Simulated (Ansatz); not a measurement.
# CH4B2: interaction energy of a dimer with the counterpoise correction from a Python script

How strongly do two molecules of CH4B2 bind, and how much of that is basis error? A script is to give the interaction energy of a dimer with the counterpoise correction; the system is CH4B2. SMILES: B1BC1.

Computed with Ansatz 0.2.0, driven from Python. Level of theory: B3LYP/def2-SVPD.

### 1 The structure

Bond lengths: B1–B2 1.736 Å, B1–C3 1.472 Å, B2–C3 1.533 Å, B1–H4 1.140 Å, B2–H5 1.190 Å, C3–H6 1.120 Å, C3–H7 1.148 Å. Angles: B1–B2–C3 53.1°, B1–B2–H5 153.4°, C3–B2–H5 153.4°, B2–B1–C3 56.4°, B2–B1–H4 148.8°, C3–B1–H4 154.4°, B1–C3–B2 70.5°, B1–C3–H6 118.2°, B1–C3–H7 114.1°, B2–C3–H6 114.1°, B2–C3–H7 113.2°, H6–C3–H7 117.8°.

The script holds or builds the structure itself.

### 2 The code

Input file dimer_ch4b2.py:

```python
"""Binding of a CH4B2 dimer at a trial geometry."""

import ansatz as az

FIRST = [
    ("B", (-0.861, -0.4384, -0.3132)),
    ("B", (0.4229, 0.6879, -0.6258)),
    ("C", (0.2486, -0.1869, 0.6214)),
    ("H", (-1.8607, -0.8881, -0.6253)),
    ("H", (1.0053, 1.4782, -1.2989)),
    ("H", (0.0326, 0.3892, 1.5576)),
    ("H", (1.0126, -1.042, 0.6839)),
]
SECOND = [
    ("B", (2.5385, -3.2697, -2.6327)),
    ("B", (0.9375, -2.8351, -2.1205)),
    ("C", (1.8829, -3.8326, -1.4406)),
    ("H", (3.3654, -3.1973, -3.4138)),
    ("H", (-0.0752, -2.215, -2.2035)),
    ("H", (1.5321, -4.8958, -1.4812)),
    ("H", (2.307, -3.447, -0.4455)),
]

def energy(atoms, ghosts=()):
    molecule = az.Crystal.molecule()
    for symbol, xyz in atoms:
        molecule = molecule.atom(symbol, xyz)
    calc = (
        molecule.calculation()
        .basis(gaussian="def2-SVPD")
        .functional("b3lyp")
    )
    deck = calc.input()
    if ghosts:
        deck = deck.set(az.key.basis.gaussian.ghost_atoms, [{"symbol": s, "position_ang": list(xyz)} for s, xyz in ghosts])
    return az.Session.from_dict(deck).plan().execute().report["free_energy_ev"]

# monomers in their own basis and in the basis of the dimer
both = energy(FIRST + SECOND)
alone = energy(FIRST) + energy(SECOND)
ghosted = energy(FIRST, SECOND) + energy(SECOND, FIRST)
print(f"dimer {both:.6f} eV")
print(f"interaction, uncorrected   {23.060548 * (both - alone):8.3f} kcal/mol")
print(f"interaction, counterpoise  {23.060548 * (both - ghosted):8.3f} kcal/mol")
print(f"basis-set superposition    {23.060548 * (alone - ghosted):8.3f} kcal/mol")
```

### 3 What the engine is handed

The engine receives this input (first run):

```yaml
crystal:
  periodic: [false, false, false]
  atoms:
    - { symbol: B, position_ang: [-0.861, -0.4384, -0.3132] }
    - { symbol: B, position_ang: [0.4229, 0.6879, -0.6258] }
    - { symbol: C, position_ang: [0.2486, -0.1869, 0.6214] }
    - { symbol: H, position_ang: [-1.8607, -0.8881, -0.6253] }
    - { symbol: H, position_ang: [1.0053, 1.4782, -1.2989] }
    - { symbol: H, position_ang: [0.0326, 0.3892, 1.5576] }
    - { symbol: H, position_ang: [1.0126, -1.042, 0.6839] }
    - { symbol: B, position_ang: [2.5385, -3.2697, -2.6327] }
    - { symbol: B, position_ang: [0.9375, -2.8351, -2.1205] }
    - { symbol: C, position_ang: [1.8829, -3.8326, -1.4406] }
    - { symbol: H, position_ang: [3.3654, -3.1973, -3.4138] }
    - { symbol: H, position_ang: [-0.0752, -2.215, -2.2035] }
    - { symbol: H, position_ang: [1.5321, -4.8958, -1.4812] }
    - { symbol: H, position_ang: [2.307, -3.447, -0.4455] }
basis:
  gaussian:
    orbitals: def2-SVPD
hamiltonian:
  xc: b3lyp
```

### 4 Running it

On the command line:

```console
$ python dimer_ch4b2.py
```

**Question.** How large is the interaction at this pose, and how much of it is basis-set superposition?

The runs gave:

| quantity | value |
| --- | --- |
| interaction energy, uncorrected | 0.110 kcal/mol |
| interaction energy, counterpoise | 0.599 kcal/mol |
| runs compared | 5 |

The pair is unbound at this geometry and level. Uncorrected it is 0.110 kcal/mol, with the counterpoise correction 0.599 kcal/mol; the difference, 0.49 kcal/mol, is the superposition error. The pose is repulsive. Caveats:
- Total energies depend on the basis set; only differences at equal settings carry meaning.
- The dimer is a generated trial pose of unrelaxed monomers, not a minimum, so the figure is no binding energy, and the basis set is small.
- b3lyp holds the VWN-RPA fit, as in Gaussian; the form of ORCA and Turbomole is b3lyp5.
- This level lacks dispersion, so the attraction at long range is missing and the sign there can be wrong.
